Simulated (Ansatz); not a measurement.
# Si: the cost of one run

Computed with Ansatz 0.2.0 (DFT LDA, scalar-relativistic, plane waves, PAW, and further levels as typed in the inputs, unless a step's input says otherwise).

### 1 The starting structure

It takes space group Fd-3m (No. 227, cubic). Conventional cell: a = 5.431 Å, b = 5.431 Å, c = 5.431 Å, α = 90.00°, β = 90.00°, γ = 90.00°. Si (site symmetry -43m) is surrounded by 4 Si at 2.35 Å.

Coordinates:

```xyz
2
Lattice="0.0000 2.7155 2.7155 2.7155 0.0000 2.7155 2.7155 2.7155 0.0000" Properties=species:S:1:pos:R:3 pbc="T T T"
Si    0.0000    0.0000    0.0000
Si    1.3578    1.3578    1.3578
```

### 2 Single point: Si, no spin

input.yaml

```yaml
crystal:
  lattice:
    - [0.0, 2.7155, 2.7155]
    - [2.7155, 0.0, 2.7155]
    - [2.7155, 2.7155, 0.0]
  atoms:
    - { symbol: Si, position: [0.0, 0.0, 0.0] }
    - { symbol: Si, position: [0.25, 0.25, 0.25] }
scf:
  occupations: { method: gaussian, width: 0.01 }
output:
  eigenvalues: true
  eigenstates:
    kpoints:
      - [0.0, 0.0, 0.0]
      - [0.0, 0.005, 0.005]
      - [0.0, 0.01, 0.01]
      - [0.0, 0.015, 0.015]
      - [0.0, 0.025, 0.025]
      - [0.003536, 0.003536, 0.007071]
      - [0.007071, 0.007071, 0.014142]
      - [0.010607, 0.010607, 0.021213]
      - [0.017678, 0.017678, 0.035355]
      - [0.005774, 0.005774, 0.005774]
      - [0.011547, 0.011547, 0.011547]
      - [0.017321, 0.017321, 0.017321]
      - [0.028868, 0.028868, 0.028868]
    top_band: c2
    e_range: [-1.5, 0.5]
  write_density: true
  write_potential: true
  elf: true
  volumetric_format: npy
hamiltonian:
  xc: lda
kpoints:
  mp_grid: { grid: [12, 12, 12] }
```

Command:

```console
$ ansatz run input.yaml --threads 8 --pin off --max-ram 12288MiB --backend cpu --events-out ev --progress --plain --runs-dir out
```

Q: Estimate wall time and peak memory on 8 threads of Arm Neoverse N1, shared host.

About 1.2 s, with a peak of 0.3 GiB.
